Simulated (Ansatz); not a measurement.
# GeH₆OSSi: up Jacob's ladder to CCSD(T)

How much do the methods differ for GeH₆OSSi? The plan is to run it at one geometry with functionals of several rungs and with coupled cluster, and see how far each lands from CCSD(T) at the basis-set limit for the atomisation energy.

The runs use Ansatz 0.2.0, Gaussian basis; functionals in def2-TZVPP, the program's frozen cores in correlated methods.

The runs, in order: PBE-D4, r2SCAN-D4, PBE0-D4, B3LYP-D4, ωB97X-V, ωB97M-V, B2PLYP; CCSD(T)/def2-TZVPP; MP2/def2-QZVPP; extrapolation to the limit.

### 1 Structure used throughout

The geometry comes from an earlier relaxation with PBE0-D4 in a triple-zeta def2 set; it is a stationary point, not always the lowest conformer.

10 atoms, charge 0, spin multiplicity 1.

Atoms are counted from 1 here; the program's logs count them from 0.

Bond lengths: O1–Ge2 1.785 Å, O1–H5 0.961 Å, Ge2–Si3 2.379 Å, Ge2–S4 2.229 Å, Ge2–H6 1.543 Å, Si3–H7 1.485 Å, Si3–H8 1.485 Å, Si3–H9 1.485 Å, S4–H10 1.343 Å. Angles: Ge2–O1–H5 112.1°, O1–Ge2–Si3 104.9°, O1–Ge2–S4 110.1°, O1–Ge2–H6 110.2°, Si3–Ge2–S4 111.8°, Si3–Ge2–H6 116.9°, S4–Ge2–H6 102.9°, Ge2–Si3–H7 108.2°, Ge2–Si3–H8 108.6°, Ge2–Si3–H9 110.6°, H7–Si3–H8 109.6°, H7–Si3–H9 110.0°, H8–Si3–H9 109.8°, Ge2–S4–H10 94.3°.

As a file:

```xyz
10
charge 0, multiplicity 1
O    -0.6984    1.5338   -1.1050
Ge   -0.6122    0.4673    0.3237
Si    1.5992   -0.4107    0.3006
S    -2.1455   -1.1438    0.1721
H    -1.5971    1.8207   -1.2881
H    -1.0442    1.2361    1.5899
H     1.7309   -1.3031   -0.8794
H     1.8107   -1.1943    1.5441
H     2.5965    0.6865    0.2212
H    -1.5567   -1.7438   -0.8759
```

### 2 PBE-D4 (GGA)

in.yaml

```yaml
crystal:
  periodic: [false, false, false]
  atoms:
    - {symbol: O, position_ang: [-0.698428, 1.533841, -1.104970]}
    - {symbol: Ge, position_ang: [-0.612225, 0.467266, 0.323674]}
    - {symbol: Si, position_ang: [1.599203, -0.410681, 0.300602]}
    - {symbol: S, position_ang: [-2.145478, -1.143834, 0.172055]}
    - {symbol: H, position_ang: [-1.597100, 1.820710, -1.288140]}
    - {symbol: H, position_ang: [-1.044240, 1.236147, 1.589863]}
    - {symbol: H, position_ang: [1.730912, -1.303096, -0.879387]}
    - {symbol: H, position_ang: [1.810710, -1.194259, 1.544139]}
    - {symbol: H, position_ang: [2.596471, 0.686453, 0.221178]}
    - {symbol: H, position_ang: [-1.556724, -1.743846, -0.875915]}
basis:
  gaussian: {orbitals: def2-TZVPP}
hamiltonian: {xc: pbe, dispersion: d4}
output: {forces: true, orbitals: {seedname: orbitals}}
```

Started as:

```bash
$ ansatz run in.yaml --threads 4 --pin off --events-out ev --progress --plain --max-ram 10444MiB
```

The log of the run (excerpt; [...] marks lines left out):

```text
Functional definition: PBE
  name "PBE"
  cite "Perdew, Burke & Ernzerhof, Phys. Rev. Lett. 77, 3865 (1996) doi:10.1103/PhysRevLett.77.3865"
  parent pbe
[...]
1435 factors; their error is unknown
[...]
mean field -77359.34025794 eV, -2842.9033184352 hartree, gradient 4.8e-5 eV, S^2 0.000000; 0 other end points of the search recorded, 0 dependent functions left out
[...]
reference -77359.34030339 eV, -2842.9033201053 hartree; 38, 38 occupied and 209, 209 virtual orbitals, 1435 factors
Total energy: -77359.58355100 eV, -2842.9122592901 hartree
Atom 0 at    -0.698428     1.533841    -1.104970 Å, force     0.458114     0.216221    -0.390463 eV/Å
Atom 1 at    -0.612225     0.467266     0.323674 Å, force     0.138111    -0.182673     0.294367 eV/Å
Atom 2 at     1.599203    -0.410681     0.300602 Å, force    -0.043533     0.033934    -0.006158 eV/Å
Atom 3 at    -2.145478    -1.143834     0.172055 Å, force    -0.328414    -0.109571     0.204069 eV/Å
Atom 4 at    -1.597100     1.820710    -1.288140 Å, force    -0.445563     0.133635    -0.077136 eV/Å
Atom 5 at    -1.044240     1.236147     1.589863 Å, force    -0.057547     0.076555     0.172337 eV/Å
Atom 6 at     1.730912    -1.303096    -0.879387 Å, force     0.017821    -0.091811    -0.118408 eV/Å
Atom 7 at     1.810710    -1.194259     1.544139 Å, force     0.022004    -0.078947     0.125878 eV/Å
Atom 8 at     2.596471     0.686453     0.221178 Å, force     0.117860     0.107798    -0.009567 eV/Å
Atom 9 at    -1.556724    -1.743846    -0.875915 Å, force     0.121148    -0.105141    -0.194918 eV/Å
Dipole moment:     0.064041     0.009017     0.020486 e Å
```

Wall time 2.8 s (4 threads of Arm Neoverse V1, shared host); peak memory 0.35 GiB.

With the free atoms at this level, -77328.512 eV in sum, the atomisation energy is 2998.0 kJ/mol. HOMO -6.22 eV, LUMO -1.15 eV.

### 3 r2SCAN-D4 (meta-GGA)

Edit in.yaml of step 2 so:

```diff
@@ -15,3 +15,3 @@
   gaussian: {orbitals: def2-TZVPP}
-hamiltonian: {xc: pbe, dispersion: d4}
+hamiltonian: {xc: r2scan, dispersion: d4}
 output: {forces: true, orbitals: {seedname: orbitals}}
```

Same command.

The log of the run (excerpt; [...] marks lines left out):

```text
Functional definition: r2SCAN
  name "r2SCAN"
  cite "Furness, Kaplan, Ning, Perdew & Sun, J. Phys. Chem. Lett. 11, 8208 (2020) doi:10.1021/acs.jpclett.0c02405"
  cite "Furness, Kaplan, Ning, Perdew & Sun, J. Phys. Chem. Lett. 11, 9248 (2020) doi:10.1021/acs.jpclett.0c03077"
  parent r2scan
[...]
1435 factors; their error is unknown
[...]
mean field -77376.36494100 eV, -2843.5289639978 hartree, gradient 2.7e-5 eV, S^2 0.000000; 0 other end points of the search recorded, 0 dependent functions left out
[...]
reference -77376.36495449 eV, -2843.5289644935 hartree; 38, 38 occupied and 209, 209 virtual orbitals, 1435 factors
Total energy: -77376.42360662 eV, -2843.5311199197 hartree
Atom 0 at    -0.698428     1.533841    -1.104970 Å, force     0.069890     0.044693    -0.075147 eV/Å
Atom 1 at    -0.612225     0.467266     0.323674 Å, force     0.050348    -0.017204     0.098141 eV/Å
Atom 2 at     1.599203    -0.410681     0.300602 Å, force    -0.011091     0.015965    -0.002545 eV/Å
Atom 3 at    -2.145478    -1.143834     0.172055 Å, force    -0.062913    -0.043334     0.015562 eV/Å
Atom 4 at    -1.597100     1.820710    -1.288140 Å, force    -0.052201     0.010642     0.000726 eV/Å
Atom 5 at    -1.044240     1.236147     1.589863 Å, force     0.001899    -0.021465    -0.026497 eV/Å
Atom 6 at     1.730912    -1.303096    -0.879387 Å, force     0.001280     0.016381     0.022756 eV/Å
Atom 7 at     1.810710    -1.194259     1.544139 Å, force    -0.000977     0.014528    -0.025972 eV/Å
Atom 8 at     2.596471     0.686453     0.221178 Å, force    -0.007677    -0.024207    -0.000945 eV/Å
Atom 9 at    -1.556724    -1.743846    -0.875915 Å, force     0.011442     0.003999    -0.006079 eV/Å
Dipole moment:     0.077239     0.007438     0.023146 e Å
```

Wall time 6 s (4 threads of Arm Neoverse V1, shared host); peak memory 0.38 GiB.

Atomisation energy: 3005.2 kJ/mol (free atoms -77345.277 eV, run apart). HOMO -6.50 eV, LUMO -0.89 eV.

### 4 PBE0-D4 (hybrid)

Edit in.yaml of step 3 so:

```diff
@@ -15,3 +15,3 @@
   gaussian: {orbitals: def2-TZVPP}
-hamiltonian: {xc: r2scan, dispersion: d4}
-output: {forces: true, orbitals: {seedname: orbitals}}
+hamiltonian: {xc: pbe0, dispersion: d4}
+output: {orbitals: {seedname: orbitals}}
```

Same command.

The log of the run:

```text
Functional definition: PBE0
  name "PBE0"
  cite "Adamo & Barone, J. Chem. Phys. 110, 6158 (1999) doi:10.1063/1.478522"
  cite "Perdew, Burke & Ernzerhof, Phys. Rev. Lett. 77, 3865 (1996) doi:10.1103/PhysRevLett.77.3865"
  parent pbe
  parameter a = 0.25
  parameter kappa = 0.804
  parameter beta = 0.06672455060314922
  exchange = (1 - a)*pbe_x(kappa = kappa, mu = beta*pi^2/3) + a*exact_x
  correlation = pbe_c(beta = beta)
1512 factors; their error is unknown
mean field evaluation 1: about -77357.2634 eV, gradient 5.6e1 eV
mean field evaluation 2: about -77343.0965 eV, gradient 1.0e2 eV
mean field evaluation 4: about -77362.2418 eV, gradient 5.1e0 eV
mean field evaluation 8: about -77362.5859 eV, gradient 2.0e-1 eV
mean field evaluation 16: about -77362.5859 eV, gradient 2.6e-5 eV
mean field -77362.58589410 eV, -2843.0225933640 hartree, gradient 2.6e-5 eV, S^2 0.000000; 0 other end points of the search recorded, 0 dependent functions left out
reference -77362.58592853 eV, -2843.0225946293 hartree; 38, 38 occupied and 209, 209 virtual orbitals, 1512 factors
Total energy: -77362.79542409 eV, -2843.0302934492 hartree
```

Run time: 3.6 s. Hardware: 4 threads of Arm Neoverse V1, shared host; peak memory 0.75 GiB.

Atomisation energy: 2959.2 kJ/mol (free atoms -77332.126 eV, run apart). HOMO -7.44 eV, LUMO -0.28 eV.

### 5 B3LYP-D4 (hybrid)

B3LYP here takes the VWN-RPA correlation.

Edit in.yaml of step 4 so:

```diff
@@ -15,3 +15,3 @@
   gaussian: {orbitals: def2-TZVPP}
-hamiltonian: {xc: pbe0, dispersion: d4}
-output: {orbitals: {seedname: orbitals}}
+hamiltonian: {xc: {name: B3LYP}, dispersion: d4}
+output: {forces: true, orbitals: {seedname: orbitals}}
```

Same command.

The log of the run (excerpt; [...] marks lines left out):

```text
Functional definition: B3LYP
  name "B3LYP"
  cite "Stephens, Devlin, Chabalowski & Frisch, J. Phys. Chem. 98, 11623 (1994) doi:10.1021/j100096a001"
  cite "Becke, Phys. Rev. A 38, 3098 (1988) doi:10.1103/PhysRevA.38.3098"
  cite "Lee, Yang & Parr, Phys. Rev. B 37, 785 (1988) doi:10.1103/PhysRevB.37.785"
  cite "Vosko, Wilk & Nusair, Can. J. Phys. 58, 1200 (1980) doi:10.1139/p80-159"
[...]
1481 factors; their error is unknown
[...]
mean field -77381.53114392 eV, -2843.7188184534 hartree, gradient 6.5e-5 eV, S^2 0.000000; 0 other end points of the search recorded, 0 dependent functions left out
[...]
reference -77381.53143692 eV, -2843.7188292211 hartree; 38, 38 occupied and 209, 209 virtual orbitals, 1481 factors
Total energy: -77381.92692981 eV, -2843.7333633165 hartree
Atom 0 at    -0.698428     1.533841    -1.104970 Å, force    -0.032446     0.166065    -0.209452 eV/Å
Atom 1 at    -0.612225     0.467266     0.323674 Å, force     0.141956     0.005922     0.282577 eV/Å
Atom 2 at     1.599203    -0.410681     0.300602 Å, force     0.167873    -0.056228    -0.007729 eV/Å
Atom 3 at    -2.145478    -1.143834     0.172055 Å, force    -0.172898    -0.195813    -0.035295 eV/Å
Atom 4 at    -1.597100     1.820710    -1.288140 Å, force    -0.012268     0.046129    -0.056971 eV/Å
Atom 5 at    -1.044240     1.236147     1.589863 Å, force    -0.006185     0.018166     0.016978 eV/Å
Atom 6 at     1.730912    -1.303096    -0.879387 Å, force    -0.004189     0.055799     0.077424 eV/Å
Atom 7 at     1.810710    -1.194259     1.544139 Å, force    -0.007842     0.047702    -0.078102 eV/Å
Atom 8 at     2.596471     0.686453     0.221178 Å, force    -0.052679    -0.073735     0.005064 eV/Å
Atom 9 at    -1.556724    -1.743846    -0.875915 Å, force    -0.021321    -0.014006     0.005506 eV/Å
Dipole moment:     0.073331     0.002155     0.040482 e Å
```

Run time: 6 s. Hardware: 4 threads of Arm Neoverse V1, shared host; peak memory 0.78 GiB.

Atomisation energy: 2978.7 kJ/mol (free atoms -77351.055 eV, run apart). HOMO -7.19 eV, LUMO -0.51 eV.

### 6 ωB97X-V (range-separated)

Edit in.yaml of step 5 so:

```diff
@@ -15,3 +15,3 @@
   gaussian: {orbitals: def2-TZVPP}
-hamiltonian: {xc: {name: B3LYP}, dispersion: d4}
-output: {forces: true, orbitals: {seedname: orbitals}}
+hamiltonian: {xc: {name: wB97X-V}}
+output: {orbitals: {seedname: orbitals}}
```

Launched as before.

The log of the run (excerpt; [...] marks lines left out):

```text
Functional definition: wB97X-V
  name "wB97X-V"
  cite "Mardirossian & Head-Gordon, Phys. Chem. Chem. Phys. 16, 9904 (2014) doi:10.1039/C3CP54374A"
  cite "Becke, J. Chem. Phys. 107, 8554 (1997) doi:10.1063/1.475007"
  cite "Vydrov & Van Voorhis, J. Chem. Phys. 133, 244103 (2010) doi:10.1063/1.3521275"
[...]
      + integral(e_c_pw_opposite_spin*poly(b97_u_opposite, cos0, cos1)) + vv10(b, c)
1476 factors; their error is unknown
310 factors; integrals over basis functions are off by at most 1.0e-5 eV
[...]
mean field -77370.35052589 eV, -2843.3079383193 hartree, gradient 3.6e-5 eV, S^2 0.000000; 0 other end points of the search recorded, 0 dependent functions left out
reference -77370.35052365 eV, -2843.3079382371 hartree; 38, 38 occupied and 209, 209 virtual orbitals, 1476 factors
Total energy: -77370.35052365 eV, -2843.3079382371 hartree
```

It took 9.5 s on 4 threads of Arm Neoverse V1, shared host; peak memory 0.89 GiB.

Atomisation energy: 3025.2 kJ/mol (free atoms -77338.996 eV, run apart). HOMO -9.77 eV, LUMO 1.76 eV.

### 7 ωB97M-V (range-separated)

Edit in.yaml of step 6 so:

```diff
@@ -15,3 +15,3 @@
   gaussian: {orbitals: def2-TZVPP}
-hamiltonian: {xc: {name: wB97X-V}}
-output: {orbitals: {seedname: orbitals}}
+hamiltonian: {xc: {name: wB97M-V}}
+output: {forces: true, orbitals: {seedname: orbitals}}
```

The command is unchanged.

The log of the run (excerpt; [...] marks lines left out):

```text
Functional definition: wB97M-V
  name "wB97M-V"
  cite "Mardirossian & Head-Gordon, J. Chem. Phys. 144, 214110 (2016) doi:10.1063/1.4952647"
  cite "Becke, J. Chem. Phys. 107, 8554 (1997) doi:10.1063/1.475007"
  cite "Vydrov & Van Voorhis, J. Chem. Phys. 133, 244103 (2010) doi:10.1063/1.3521275"
  # Of w^i u^j: cxij and so on, Table III.
[...]
  gx(w, u) = 1 - cx + cx01*u + cx10*w
  gss(w, u) = css00 + css04*u^4 + css10*w + css20*w^2 + css43*w^4*u^3
  gos(w, u) = cos00 + cos10*w + (cos20 + cos21*u)*w^2 + (cos60 + cos61*u)*w^6
[...]
      + integral(e_c_pw_mod_opposite_spin*gos(b97_w_opposite, b97_u_opposite)) + vv10(b, c)
1473 factors; their error is unknown
310 factors; integrals over basis functions are off by at most 1.0e-5 eV
[...]
Atom 0 at    -0.698428     1.533841    -1.104970 Å, force    -0.083576     0.033792    -0.037262 eV/Å
Atom 1 at    -0.612225     0.467266     0.323674 Å, force     0.091592    -0.046714     0.174286 eV/Å
Atom 2 at     1.599203    -0.410681     0.300602 Å, force     0.068735    -0.025253    -0.007641 eV/Å
Atom 3 at    -2.145478    -1.143834     0.172055 Å, force     0.044291    -0.024406    -0.080176 eV/Å
Atom 4 at    -1.597100     1.820710    -1.288140 Å, force     0.051642     0.006395    -0.022867 eV/Å
Atom 5 at    -1.044240     1.236147     1.589863 Å, force     0.032754    -0.050279    -0.099974 eV/Å
Atom 6 at     1.730912    -1.303096    -0.879387 Å, force    -0.021193     0.104025     0.137406 eV/Å
Atom 7 at     1.810710    -1.194259     1.544139 Å, force    -0.026100     0.090760    -0.143050 eV/Å
Atom 8 at     2.596471     0.686453     0.221178 Å, force    -0.124315    -0.129653     0.009839 eV/Å
Atom 9 at    -1.556724    -1.743846    -0.875915 Å, force    -0.033831     0.041333     0.069439 eV/Å
Dipole moment:     0.078809     0.004330     0.044746 e Å
```

It took 14 s on 4 threads of Arm Neoverse V1, shared host; peak memory 0.99 GiB.

Atomisation energy: 2996.4 kJ/mol (free atoms -77342.677 eV, run apart). HOMO -9.59 eV, LUMO 1.50 eV.

### 8 B2PLYP (double hybrid)

Edit in.yaml of step 7 so:

```diff
@@ -15,3 +15,2 @@
   gaussian: {orbitals: def2-TZVPP}
-hamiltonian: {xc: {name: wB97M-V}}
-output: {forces: true, orbitals: {seedname: orbitals}}
+hamiltonian: {xc: {name: B2PLYP}}
```

The command is unchanged.

The log of the run (excerpt; [...] marks lines left out):

```text
Functional definition: B2PLYP
  name "B2PLYP"
  cite "Grimme, J. Chem. Phys. 124, 034108 (2006) doi:10.1063/1.2148954"
  cite "Becke, Phys. Rev. A 38, 3098 (1988) doi:10.1103/PhysRevA.38.3098"
  cite "Lee, Yang & Parr, Phys. Rev. B 37, 785 (1988) doi:10.1103/PhysRevB.37.785"
[...]
1462 factors; integrals over basis functions are off by at most 1.0e-3 eV
[...]
mean field -77353.65182155 eV, -2842.6942722536 hartree, gradient 9.8e-6 eV, S^2 0.000000; 0 other end points of the search recorded, 0 dependent functions left out
20 core orbitals not correlated: weight in the atoms' cores, before any rotation towards them, 1.000 or more for the frozen orbitals, at most 0.000 for the correlated occupied ones
reference -77353.65200783 eV, -2842.6942790993 hartree; 18, 18 occupied and 209, 209 virtual orbitals, 1462 factors
second order -26.77823375 eV of doubles, -0.00000000 eV of singles
Total energy: -77360.88213094 eV, -2842.9599812230 hartree
```

It took 6 s on 4 threads of Arm Neoverse V1, shared host; peak memory 0.66 GiB.

Atomisation energy: 2946.5 kJ/mol (free atoms -77330.344 eV, run apart).

### 9 Orbital energies across the functionals

Dipoles come from the runs that computed forces. Levels are read from the orbital files that the runs wrote:

| functional | HOMO (eV) | LUMO (eV) | gap (eV) | dipole (D) |
| --- | --- | --- | --- | --- |
| PBE-D4 | -6.22 | -1.15 | 5.07 | 0.33 |
| r2SCAN-D4 | -6.50 | -0.89 | 5.62 | 0.39 |
| PBE0-D4 | -7.44 | -0.28 | 7.16 |  |
| B3LYP-D4 | -7.19 | -0.51 | 6.68 | 0.40 |
| ωB97X-V | -9.77 | 1.76 | 11.52 |  |
| ωB97M-V | -9.59 | 1.50 | 11.09 | 0.44 |

### 10 CCSD(T) in def2-TZVPP

Edit in.yaml of step 8 so:

```diff
@@ -15,2 +15,2 @@
   gaussian: {orbitals: def2-TZVPP}
-hamiltonian: {xc: {name: B2PLYP}}
+correlation: {method: ccsd_t}
```

Launched as before.

The log of the run (excerpt; [...] marks lines left out):

```text
Functional definition: HF
  name "HF"
  cite "Fock, Z. Phys. 61, 126 (1930) doi:10.1007/BF01340294"
  parent pbe
[...]
1462 factors; integrals over basis functions are off by at most 1.0e-3 eV
[...]
mean field -77288.51893897 eV, -2840.3006829674 hartree, gradient 1.6e-6 eV, S^2 0.000000; 0 other end points of the search recorded, 0 dependent functions left out
20 core orbitals not correlated: weight in the atoms' cores, before any rotation towards them, 1.000 or more for the frozen orbitals, at most 0.000 for the correlated occupied ones
reference -77288.51893897 eV, -2840.3006829674 hartree; 18, 18 occupied and 209, 209 virtual orbitals, 1462 factors
second order -21.91521624 eV of doubles, -0.00000000 eV of singles
cycle   1  -22.37003525 eV  change   -4.5e-1 eV  update   1.1e-1
[...]
cycle   9  -23.14123554 eV  change   -2.9e-5 eV  update   2.8e-5
perturbative correction -0.89747403 eV, -0.0329815622 hartree
Total energy: -77312.55764854 eV, -2841.1840892501 hartree
```

Run time: 3.1 min. Hardware: 4 threads of Arm Neoverse V1, shared host; peak memory 4.8 GiB.

### 11 MP2 in def2-QZVPP

Edit in.yaml of step 10 so:

```diff
@@ -14,3 +14,3 @@
 basis:
-  gaussian: {orbitals: def2-TZVPP}
-correlation: {method: ccsd_t}
+  gaussian: {orbitals: "def2-QZVPP.json"}
+correlation: {method: mp2}
```

Same command.

The log of the run:

```text
Functional definition: HF
  name "HF"
  cite "Fock, Z. Phys. 61, 126 (1930) doi:10.1007/BF01340294"
  parent pbe
  exchange = exact_x
  correlation = 0
2850 factors; integrals over basis functions are off by at most 9.0e-4 eV
mean field evaluation 1: about -77286.4106 eV, gradient 4.0e1 eV
mean field evaluation 2: about -77286.5470 eV, gradient 4.0e1 eV
mean field evaluation 4: about -77290.2308 eV, gradient 3.9e0 eV
mean field evaluation 8: about -77290.3131 eV, gradient 3.6e-1 eV
mean field evaluation 16: about -77290.3138 eV, gradient 2.3e-6 eV
mean field -77290.31375350 eV, -2840.3666411849 hartree, gradient 2.3e-6 eV, S^2 0.000000; 0 other end points of the search recorded, 0 dependent functions left out
20 core orbitals not correlated: weight in the atoms' cores, before any rotation towards them, 1.000 or more for the frozen orbitals, at most 0.000 for the correlated occupied ones
reference -77290.31375350 eV, -2840.3666411849 hartree; 18, 18 occupied and 428, 428 virtual orbitals, 2850 factors
second order -30.32022088 eV of doubles, -0.00000000 eV of singles
Total energy: -77320.63397439 eV, -2841.4808887507 hartree
```

Wall time 25 s (4 threads of Arm Neoverse V1, shared host); peak memory 2.7 GiB.

Energy pieces by basis (eV):

| basis | HF | MP2 correlation | CCSD correlation | (T) | total |
| --- | --- | --- | --- | --- | --- |
| def2-TZVPP | -77288.5189 | -21.9152 | -23.1412 | -0.8975 | -77312.5576 |
| def2-QZVPP | -77290.3138 | -30.3202 |  |  | -77320.6340 (MP2) |

The report of the def2-TZVPP run gives T1 = 0.0121.

### 12 From triple and quadruple zeta to the limit

This step is arithmetic on the last runs, with X = 3 and 4: exp(−7.88√X) for Hartree-Fock, X^−2.97 for correlation; only MP2 was run in the larger set, so CCSD(T) minus MP2 is added from the smaller one.

| level | energy at the limit (eV) |
| --- | --- |
| HF | -77290.5610 |
| MP2 | -77327.1071 |
| CCSD | -77328.3331 |
| CCSD(T) | -77329.2306 |

This is no true limit for total energies: MP2 correlation changes by a factor of 1.38 from triple to quadruple zeta (about 1.07 in light molecules), because outer-core shells are correlated in sets not made for them. Much of that cancels between molecule and atoms or ions.

### 13 Atomisation energies

Free atoms (1 O, 1 Ge, 1 Si, 1 S, 6 H) were run apart at each level; the atomisation energy is their sum less the molecule, without zero-point or spin-orbit terms.

Differences are taken before rounding.

| method | rung | atomisation energy (kJ/mol) | from CCSD(T)/CBS (kJ/mol) | time |
| --- | --- | --- | --- | --- |
| PBE-D4 | GGA | 2998.0 | -17.8 | 2.8 s |
| r2SCAN-D4 | meta-GGA | 3005.2 | -10.5 | 6 s |
| PBE0-D4 | hybrid | 2959.2 | -56.6 | 3.6 s |
| B3LYP-D4 | hybrid | 2978.7 | -37.0 | 6 s |
| ωB97X-V | range-separated | 3025.2 | +9.5 | 9.5 s |
| ωB97M-V | range-separated | 2996.4 | -19.4 | 14 s |
| B2PLYP | double hybrid | 2946.5 | -69.3 | 6 s |
| HF/def2-TZVPP | wavefunction | 2132.8 | -882.9 |  |
| MP2/def2-TZVPP | wavefunction | 2944.1 | -71.6 |  |
| CCSD/def2-TZVPP | wavefunction | 2891.5 | -124.3 |  |
| CCSD(T)/def2-TZVPP | wavefunction | 2935.0 | -80.8 | 3.1 min |
| MP2/CBS | wavefunction | 3024.9 | +9.1 |  |
| CCSD(T)/CBS | wavefunction | 3015.8 | 0 | 3.5 min |

Among the levels timed on like hardware and quicker than the yardstick, those that no quicker one beats, quickest first: PBE-D4 (2.8 s, -17.8 kJ/mol); r2SCAN-D4 (6 s, -10.5 kJ/mol); ωB97X-V (9.5 s, +9.5 kJ/mol).

B2PLYP carry no dispersion term (for B3LYP, D4 adds 38.2 kJ/mol).

Times are those of the molecule's run; HF, MP2 and CCSD come out of the CCSD(T) runs, and the limit's time is the sum of the runs that it needs.

### 14 Summary of results

| quantity | value |
| --- | --- |
| atomisation energy, CCSD(T)/CBS | 3015.8 kJ/mol |
| functionals within 30.2 kJ/mol (1.0 %) | PBE-D4, r2SCAN-D4, ωB97X-V, ωB97M-V |
| farthest | B2PLYP (-69.3 kJ/mol) |
| mean size of error, hybrid | 46.8 kJ/mol |
| mean size of error, range-separated | 14.4 kJ/mol |
| gap, smallest and largest | 5.07 eV (PBE-D4), 11.52 eV (ωB97X-V) |
| T1 diagnostic | 0.0121 |
| triples share of the correlation energy | 3.7 % |

What this shows: PBE-D4 is off by -17.8 kJ/mol. Double hybrids carry the basis error of their MP2 part in triple zeta, and no dispersion term here, so their miss is partly the set-up's. Misses under about 30.2 kJ/mol are within the doubt on the reference itself, which lacks core-valence correlation, relativity and higher excitations, and its outer-core shells are covered unevenly. Hartree-Fock recovers 71 % of the binding; the rest is correlation. Orbital gaps span 5.1 to 11.5 eV; exact exchange widens them. Correlated methods include outer-core shells of Ge, which these sets cover unevenly.

ωB97X-V reaches 9.5 kJ/mol from the reference in 9.5 s, where CCSD(T)/CBS took 3.5 min; the quickest level in the cost chart, PBE-D4, takes 2.8 s and misses by 17.8 kJ/mol.
